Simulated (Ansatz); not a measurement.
**BN: the crystal squeezed far**

One table from this session's results is given with a row withheld; the runs are named, their logs left out.

Computed with Ansatz 0.2.0 (DFT PBE, with the methods named in each step, unless a step's input says otherwise).

**The starting structure**

Symmetry: F-43m, No. 216, cubic system. The conventional cell has a = 4.309 Å, b = 4.309 Å, c = 4.309 Å, α = 90.00°, β = 90.00°, γ = 90.00°. B (site symmetry -43m) has 4 N at 1.87 Å as nearest neighbours. Around N (site symmetry -43m) lie 4 B at 1.87 Å.

Structure file:

```cif
data_structure
_symmetry_space_group_name_H-M 'P 1'
_symmetry_Int_Tables_number 1
_cell_length_a 3.0468
_cell_length_b 3.0468
_cell_length_c 3.0468
_cell_angle_alpha 60.000
_cell_angle_beta 60.000
_cell_angle_gamma 60.000
_cell_volume 20.00
loop_
_atom_site_label
_atom_site_type_symbol
_atom_site_fract_x
_atom_site_fract_y
_atom_site_fract_z
_atom_site_occupancy
B1 B 0.00000 0.00000 0.00000 1
N1 N 0.25000 0.25000 0.25000 1
```

Whether this phase is the stable one at these pressures isn't tested.

Atoms are numbered in the order of the input: B1, N2.

The first run:

File input.yaml:

```yaml
crystal:
  lattice:
    - [0.0, 2.15443469, 2.15443469]
    - [2.15443469, 0.0, 2.15443469]
    - [2.15443469, 2.15443469, 0.0]
  atoms:
    - { symbol: B, position: [0.0, 0.0, 0.0] }
    - { symbol: "N", position: [0.25, 0.25, 0.25] }
kpoints:
  mp_grid: { grid: [15, 15, 15] }
scf:
  occupations: { method: fermi_dirac, width: 0.05 }
hamiltonian:
  xc: pbe
  pseudopotentials: { kind: paw }
output:
  forces: true
  stress: true
relax:
  f_tol: 0.005
  max_steps: 40
  cell: {}
```

Command:

```sh
$ ansatz run input.yaml --threads 1 --pin off --max-ram 2048MiB --backend cpu --events-out ev --progress --plain --runs-dir out
```

Steps of the session up to this table: Cell relaxed at zero pressure, PAW; Volume scaled by 1, PAW; Volume scaled by 0.94, PAW; Volume scaled by 0.88, PAW; Volume scaled by 0.8, PAW; Volume scaled by 0.72, PAW; Volume scaled by 0.64, PAW; Volume scaled by 0.55, PAW; Volume scaled by 0.55, PAW (source ansatz).

One table of the session follows, with a row left open; its other results are not shown here.

```
             method  volume over the first  volume (Å³/atom)  pressure (GPa)  gap on the k mesh (eV)
                PAW                      1                 ?               ?                       ?
                PAW                   0.94             5.596           25.74                    4.59
                PAW                   0.88             5.239           59.97                    4.66
                PAW                    0.8             4.762          124.31                    4.75
                PAW                   0.72             4.286          220.69                    4.84
                PAW                   0.64             3.810          368.49                    4.94
                PAW                   0.55             3.274          641.02                    5.06
PAW (source ansatz)                   0.55             3.274          644.32                    5.06
```

Q: Estimate the row for PAW, 1 from the others.

**Answer.** volume (Å³/atom): 5.953; pressure (GPa): -0.01; gap on the k mesh (eV): 4.52. In the column «volume (Å³/atom)» it is the highest.
